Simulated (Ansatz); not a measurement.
# CH5AlBNS: one species, many methods

How much do the methods differ for CH5AlBNS? The plan is to run it at one geometry with functionals of several rungs and with coupled cluster, and see how far each lands from CCSD(T) at the basis-set limit for the atomisation energy.

Program: Ansatz 0.2.0, Gaussian basis. Level of theory: functionals in def2-TZVPP, the program's frozen cores in correlated methods. These are calculated values, not measurements.

Plan: PBE-D4, r2SCAN-D4, PBE0-D4, B3LYP-D4, ωB97X-V, ωB97M-V, B2PLYP; CCSD(T)/def2-TZVPP; MP2/def2-QZVPP; extrapolation to the limit.

## (1) The geometry

The geometry comes from an earlier relaxation with PBE0-D4 in a triple-zeta def2 set; it is a stationary point, not always the lowest conformer.

SMILES `[BH2][Al]([SH])[CH]=N`, 10 atoms, charge 0, spin multiplicity 1.

Atoms are counted from 1 here; the program's logs count them from 0.

Bond lengths: B1–Al2 2.119 Å, B1–H6 1.199 Å, B1–H7 1.199 Å, Al2–S3 2.195 Å, Al2–C4 1.990 Å, S3–H8 1.343 Å, C4–N5 1.274 Å, C4–H9 1.099 Å, N5–H10 1.024 Å. Angles: Al2–B1–H6 122.4°, Al2–B1–H7 122.5°, H6–B1–H7 115.1°, B1–Al2–S3 121.4°, B1–Al2–C4 128.8°, S3–Al2–C4 109.9°, Al2–S3–H8 94.0°, Al2–C4–N5 123.8°, Al2–C4–H9 122.1°, N5–C4–H9 114.1°, C4–N5–H10 111.9°.

## (2) PBE-D4 (GGA)

The input, in.yaml:

```yaml
crystal:
  periodic: [false, false, false]
  atoms:
    - {symbol: B, position_ang: [-0.828400, -0.194828, 2.052837]}
    - {symbol: Al, position_ang: [0.097540, 0.019504, 0.159247]}
    - {symbol: S, position_ang: [2.268404, 0.281105, -0.027660]}
    - {symbol: C, position_ang: [-0.741468, 0.020561, -1.645491]}
    - {symbol: N, position_ang: [-0.081328, 0.076058, -2.733687]}
    - {symbol: H, position_ang: [-1.250871, 0.741472, 2.670442]}
    - {symbol: H, position_ang: [-0.968420, -1.260228, 2.583708]}
    - {symbol: H, position_ang: [2.490246, 0.174148, 1.292866]}
    - {symbol: H, position_ang: [-1.830695, -0.031750, -1.783595]}
    - {symbol: H, position_ang: [0.928092, 0.122959, -2.565770]}
basis:
  gaussian: {orbitals: def2-TZVPP}
hamiltonian: {xc: pbe, dispersion: d4}
output: {forces: true, orbitals: {seedname: orbitals}}
```

Launch:

```
$ ansatz run in.yaml --threads 4 --pin off --events-out ev --progress --plain --max-ram 10444MiB
```

The runs that follow: r2SCAN-D4 (meta-GGA); PBE0-D4 (hybrid); B3LYP-D4 (hybrid); ωB97X-V (range-separated); ωB97M-V (range-separated); B2PLYP (double hybrid); CCSD(T) in def2-TZVPP; MP2 in def2-QZVPP.

Q: Predict the results of all the runs planned. Wanted: atomisation energy, CCSD(T)/CBS; farthest; mean size of error, hybrid; mean size of error, range-separated; gap, smallest and largest; T1 diagnostic; triples share of the correlation energy.

As calculated:

| quantity | value |
| --- | --- |
| atomisation energy, CCSD(T)/CBS | 796.9 kcal/mol |
| functionals within 4.0 kcal/mol (0.5 %) | none; nearest PBE0-D4 (+4.2 kcal/mol) |
| farthest | PBE-D4 (+21.0 kcal/mol) |
| mean size of error, hybrid | 4.2 kcal/mol |
| mean size of error, range-separated | 6.9 kcal/mol |
| gap, smallest and largest | 1.77 eV (PBE-D4), 8.45 eV (ωB97X-V) |
| T1 diagnostic | 0.0132 |
| triples share of the correlation energy | 4.3 % |

In words: PBE-D4 misses by +21.0 kcal/mol. Double hybrids carry the basis error of their MP2 part in triple zeta, and no dispersion term here, so their miss is partly the set-up's. The reference freezes the cores and leaves out relativity and excitations past (T), so misses under about 4.0 kcal/mol can't be ranked. Hartree-Fock recovers 71 % of the binding; the rest is correlation. The gap grows from 1.8 to 8.4 eV across the functionals, mostly with the share of exact exchange. The restricted reference is unstable towards a spin-broken one.
